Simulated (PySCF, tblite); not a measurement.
# C5HF3NSe radical: geometry, infrared bands and EPR parameters

What infrared bands and EPR parameters should C5HF3NSe radical (`FC(F)=C(F)c1nc[c][se]1`) show?

Computed with tblite 0.8.0 and PySCF 2.14.0, with density-fitted response routines of our own, on a single molecule in the gas phase. Atoms are numbered from 0 throughout.

## (1) The molecule as given

11 atoms, charge 0, multiplicity 2; geometry from: force field or distance geometry start.

Bonds of the start (Å): F0–C1 1.36, C1–F2 1.36, C1–C3 1.35, C3–F4 1.36, C3–C5 1.45, C5–N6 1.31, N6–C7 1.31, C7–C8 1.36, C8–Se9 2.01, Se9–C5 1.96, C7–H10 1.12.

## (2) Relaxing the molecule with GFN2-xTB

The job: settings as JSON, then the geometry in Å.

```
{"job": {"kind": "relax", "xc": "GFN2-xTB", "basis": "xTB"}, "charge": 0, "multiplicity": 2}
F     -1.390700     1.261700     1.175200
C     -2.063900     0.336700     0.437200
F     -3.418700     0.246800     0.437700
C     -1.311500    -0.519400    -0.283500
F     -1.904800    -1.497400    -1.027600
C      0.129600    -0.353400    -0.212100
N      0.881000     0.721600    -0.248800
C      2.181200     0.659400    -0.141500
C      2.794000    -0.544200     0.003100
Se     1.316200    -1.901600     0.013800
H      2.792900     1.592600    -0.179500
```

Started as:

```sh
$ OMP_NUM_THREADS=1 python probes_run.py task.json out
```

The driver reads the jobs from task.json and runs them one after another.

What it wrote:

```text
step      E/eV     max force
  0    -852.51327    2.592
  1    -852.82439    1.705
  2    -853.01859    1.424
  3    -853.10803    0.870
  4    -853.14922    0.695
  5    -853.17072    0.437
  6    -853.18351    0.480
  7    -853.19033    0.260
  8    -853.19436    0.221
  9    -853.19774    0.148
 10    -853.19933    0.104
 11    -853.20073    0.118
 12    -853.20235    0.125
 13    -853.20442    0.146
 14    -853.20678    0.133
 15    -853.20971    0.157
 16    -853.21393    0.212
 17    -853.22013    0.270
 18    -853.22800    0.334
 19    -853.23687    0.269
 20    -853.24486    0.198
 21    -853.25064    0.221
 22    -853.25561    0.195
 23    -853.25939    0.170
 24    -853.26239    0.217
 25    -853.26544    0.212
 26    -853.26950    0.179
 27    -853.27498    0.159
 28    -853.27660    0.120
 29    -853.27869    0.089
 30    -853.28003    0.096
 31    -853.28199    0.153
 32    -853.28379    0.169
 33    -853.28573    0.130
 34    -853.28778    0.129
 35    -853.28950    0.185
 36    -853.29235    0.217
 37    -853.29481    0.196
 38    -853.29898    0.145
 39    -853.30058    0.124
 40    -853.30352    0.109
 41    -853.30470    0.102
 42    -853.30601    0.115
 43    -853.30712    0.114
 44    -853.30809    0.083
 45    -853.30862    0.061
 46    -853.30888    0.044
 47    -853.30908    0.032
 48    -853.30917    0.016
 49    -853.30921    0.014
 50    -853.30923    0.015
 51    -853.30926    0.016
 52    -853.30930    0.017
 53    -853.30934    0.016
 54    -853.30939    0.017
 55    -853.30942    0.020
 56    -853.30947    0.020
 57    -853.30954    0.018
 58    -853.30960    0.016
 59    -853.30963    0.012
 60    -853.30965    0.010
 61    -853.30966    0.009
```

Run time: 0.42 s. Hardware: 1 thread of Arm Neoverse V1, shared host.

Along the way: (not every step is listed)

```tsv
step	energy from step 0 (eV)	largest force (eV/Å)
0	0.0000	2.5917
1	-0.3111	1.7052
2	-0.5053	1.4245
3	-0.5948	0.8700
4	-0.6359	0.6951
5	-0.6574	0.4368
6	-0.6702	0.4796
7	-0.6771	0.2596
8	-0.6811	0.2206
12	-0.6891	0.1255
16	-0.7007	0.2116
20	-0.7316	0.1976
24	-0.7491	0.2174
28	-0.7633	0.1200
32	-0.7705	0.1687
36	-0.7791	0.2167
40	-0.7903	0.1085
44	-0.7948	0.0834
48	-0.7959	0.0156
52	-0.7960	0.0168
56	-0.7962	0.0199
57	-0.7963	0.0179
58	-0.7963	0.0156
59	-0.7964	0.0122
60	-0.7964	0.0104
61	-0.7964	0.0087
```

Close pairs (by a distance rule), those that changed most:

```tsv
bond	before (Å)	after (Å)	change (Å)
C8–Se9	2.007	1.860	-0.147
C5–Se9	1.964	1.880	-0.084
F0–C1	1.361	1.318	-0.043
C7–H10	1.116	1.073	-0.043
N6–C7	1.306	1.344	+0.038
C1–F2	1.358	1.322	-0.036
C3–C5	1.452	1.435	-0.017
C3–F4	1.365	1.348	-0.016
```

The next job starts from the end point, and lists it.

## (3) Infrared spectrum with GFN2-xTB

The job: settings as JSON, then the geometry in Å.

```
{"job": {"kind": "ir", "xc": "GFN2-xTB", "basis": "xTB"}, "charge": 0, "multiplicity": 2}
F     -1.737708     1.635991     0.678468
C     -2.077455     0.410847     0.329672
F     -3.385923     0.237770     0.403414
C     -1.204406    -0.530738    -0.050681
F     -1.675763    -1.749389    -0.382730
C      0.221517    -0.398097    -0.148937
N      0.878686     0.691320     0.127631
C      2.211998     0.622888    -0.024390
C      2.661188    -0.580137    -0.444452
Se     1.307122    -1.828771    -0.703319
H      2.806169     1.490987     0.189361
```

What it wrote:

```text
mode    cm-1     km/mol
  1      40.3      0.07
  2      91.2      0.11
  3     103.5      0.46
  4     169.9      6.07
  5     204.1      3.06
  6     287.2      2.16
  7     328.5      3.15
  8     361.2      0.94
  9     431.8     33.98
 10     438.9      0.38
 11     484.4      4.05
 12     504.8      5.04
 13     536.0      2.10
 14     574.0     55.70
 15     630.1     19.37
 16     763.0     42.31
 17     805.9      9.66
 18     870.2    162.37
 19    1088.3     36.81
 20    1119.9    102.49
 21    1216.0     24.34
 22    1230.8    293.86
 23    1281.0     10.09
 24    1387.9     25.70
 25    1497.4     44.56
 26    1707.6    297.37
 27    3143.8      0.17
```

Run time: 0.39 s. Hardware: 1 thread of Arm Neoverse V1, shared host.

Which atoms move in the most intense modes:

```tsv
cm⁻¹	km/mol	atoms
574	55.7	C8 37 %, N6 17 %, C5 13 %, C7 11 %
763	42.3	C8 50 %, N6 15 %, C7 14 %, C5 11 %
870	162.4	C5 32 %, F2 19 %, C3 14 %, N6 13 %
1088	36.8	H10 45 %, C3 13 %, C5 13 %
1120	102.5	C3 30 %, H10 23 %, F4 15 %, C1 12 %
1231	293.9	C1 57 %, F0 12 %, F2 11 %
1497	44.6	C5 46 %, N6 29 %
1708	297.4	C1 54 %, C3 42 %
```

## (4) g tensor and hyperfine couplings: B3LYP/def2-TZVP-core+pcH-1

Settings changed since step 3:

```diff
@@ -1,2 +1,2 @@
-{"job": {"kind": "ir", "xc": "GFN2-xTB", "basis": "xTB"}, "charge": 0, "multiplicity": 2}
+{"job": {"kind": "epr", "basis": "pcH-1"}, "charge": 0, "multiplicity": 2}
 F     -1.737708     1.635991     0.678468
```

Level: UKS B3LYP, def2-TZVP-core on Se, pcH-1 on C F H N, non-relativistic, mean-field spin-orbit, GIAO.

What it wrote:

```text
UKS, coarse grid
  cycle   1  E = -2946.52674559  |g| = 1.64e+00
  cycle   2  E = -2942.67115205  |g| = 2.51e+00
  cycle   3  E = -2945.00690570  |g| = 1.68e+00
  cycle   4  E = -2946.78795811  |g| = 4.16e-01
  cycle   5  E = -2946.73793784  |g| = 5.29e-01
  cycle   6  E = -2946.87530344  |g| = 1.34e-01
  cycle   7  E = -2946.88203743  |g| = 4.79e-02
  cycle   8  E = -2946.88300651  |g| = 2.29e-02
  cycle   9  E = -2946.88323295  |g| = 8.00e-03
  cycle  10  E = -2946.88327025  |g| = 3.15e-03
  cycle  11  E = -2946.88328695  |g| = 1.29e-03
  cycle  12  E = -2946.88329319  |g| = 9.23e-04
UKS, final grid
  cycle   1  E = -2946.88321972  |g| = 1.44e-03
  cycle   2  E = -2946.88321707  |g| = 2.86e-03
  cycle   3  E = -2946.88322109  |g| = 4.58e-04
  cycle   4  E = -2946.88322123  |g| = 1.94e-04
  cycle   5  E = -2946.88322143  |g| = 1.34e-04
  cycle   6  E = -2946.88322146  |g| = 6.44e-05
  cycle   7  E = -2946.88322146  |g| = 3.11e-05
  cycle   8  E = -2946.88322146  |g| = 1.86e-05
E = -2946.88322146 Eh   <S^2> = 0.7624 (exact 0.7500)
g shifts (ppm)      1          2          3
  rmc          -177       -177       -177
  gc            -22         26         30
  oz_so      -19036      -6725       1032
  total      -19234      -6874        887
hyperfine (MHz)  atom isotope    a_iso     a_fc   dipolar eigenvalues
    0   19F       3.35       3.45    -15.53      3.94     11.60
    1   13C      -0.69      -0.67     -5.59      2.50      3.10
    2   19F      -3.79      -3.81    -15.95      5.47     10.48
    3   13C       1.96       1.99     -1.64      0.13      1.51
    4   19F      15.53      15.58     -7.04      2.28      4.76
    5   13C      50.75      50.75    -11.31      1.80      9.51
    6   14N       0.38       0.49     -5.90     -3.00      8.91
    7   13C      15.21      15.13    -17.53      0.17     17.36
    8   13C     477.54     478.33    -75.65    -53.11    128.77
    9  77Se     207.85     206.90    -28.08    -27.64     55.73
   10    1H      15.66      15.67     -6.43     -4.28     10.71
```

Wall time 5.1 min (1 thread of Arm Neoverse V1, shared host); peak memory 1.4 GiB.

Principal g values 1.98309, 1.99545, 2.00321; g(iso) = 1.99391, against 2.00232 for a free electron.

Hyperfine couplings, nucleus by nucleus at this fixed geometry (no averaging over rotations):

```tsv
nuclei	isotope	a(iso) (MHz)	a(iso) (G, at g = 2.0023)	largest dipolar term (MHz)
C8	13C	477.5	170.4	128.8
Se9	77Se	207.8	74.2	55.7
C5	13C	50.7	18.1	-11.3
H10	1H	15.7	5.6	10.7
F4	19F	15.5	5.5	-7.0
C7	13C	15.2	5.4	-17.5
F2	19F	-3.8	-1.4	-16.0
F0	19F	3.3	1.2	-15.5
C3	13C	2.0	0.7	-1.6
C1	13C	-0.7	-0.2	-5.6
N6	14N	0.4	0.1	8.9
```

Mulliken spin populations:

```tsv
atom	value (e)
F0	0.00
C1	-0.02
F2	0.00
C3	0.02
F4	0.00
C5	-0.01
N6	0.09
C7	-0.08
C8	0.98
Se9	0.02
H10	0.01
```

In first order the couplings over 0.8 MHz of 1H, 19F give 16 distinct lines over 13.7 G.

The fields below are evaluated on a grid from the run's orbitals.

ELF in a plane through or near 11 of the atoms.

Values, 10 rows by 14 columns:
```
0.00 0.00 0.00 0.00 0.00 0.00 0.00 0.00 0.00 0.00 0.00 0.00 0.00 0.00
0.00 0.00 0.00 0.00 0.00 0.00 0.00 0.00 0.00 0.01 0.00 0.00 0.00 0.00
0.00 0.00 0.00 0.64 0.38 0.01 0.14 0.00 0.33 0.59 0.27 0.00 0.00 0.00
0.00 0.00 0.14 0.99 0.97 0.22 0.93 0.07 0.82 0.57 0.12 0.29 0.02 0.00
0.00 0.00 0.01 0.34 0.24 0.88 0.28 0.22 0.13 0.34 0.69 0.85 0.12 0.00
0.00 0.01 0.43 0.75 0.65 0.09 0.40 0.52 0.25 0.75 0.41 0.79 0.08 0.00
0.00 0.01 0.66 0.92 0.77 0.33 0.82 0.41 0.53 0.66 0.06 0.07 0.00 0.00
0.00 0.00 0.06 0.11 0.44 0.64 0.26 0.05 0.82 0.81 0.35 0.00 0.00 0.00
0.00 0.00 0.00 0.01 0.51 0.86 0.79 0.04 0.12 0.11 0.01 0.00 0.00 0.00
0.00 0.00 0.00 0.00 0.04 0.23 0.12 0.00 0.00 0.00 0.00 0.00 0.00 0.00
```
The map spans 12.0 Å across and 9.1 Å up, centred on the molecule. Atoms in the plane (x, y in Å): F0 (1.7, 1.8), C1 (2.1, 0.5), F2 (3.4, 0.3), C3 (1.2, -0.5), F4 (1.7, -1.8), C5 (-0.2, -0.4), N6 (-0.9, 0.7), C7 (-2.2, 0.6), C8 (-2.7, -0.7), Se9 (-1.3, -2.0), H10 (-2.8, 1.5).

On the surface of density 0.002 e/bohr³ the electrostatic potential runs, from the 1st to the 99th percentile, from -1.21 V near N6 to 1.17 V near H10.

The spin density lies nearest to C8 75 %; N6 7 %.

## (5) Summary of results

```
                                 quantity                  value
strongest single infrared mode (GFN2-xTB)  1708 cm⁻¹, 297 km/mol
             zero-point energy (GFN2-xTB)          30.4 kcal/mol
                           g(iso) (B3LYP)                1.99391
                                     ⟨S²⟩     0.762 (exact 0.75)
                           largest a(iso)   13C on C8, 477.5 MHz
    surface potential, 1st and 99th percentile     -1.21 V and 1.17 V
```

**Reading.** The optimisation took 61 steps and gained 0.796 eV; among the close pairs (by a distance rule), C8–Se9 changed most, from 2.007 to 1.860 Å. No mode is imaginary among the 27: a minimum at this level. The strongest single mode, at 1708 cm⁻¹, moves mainly C1 and C3. GFN2-xTB is a fitted tight-binding method: band positions and strengths are rough. Its intensities can rank the bands wrongly. Most of the unpaired spin sits on C8 (0.98 e). The isotropic g lies 8.4 ppt below the free-electron value. The hyperfine terms hold no scalar relativity, which the heavier nuclei need.
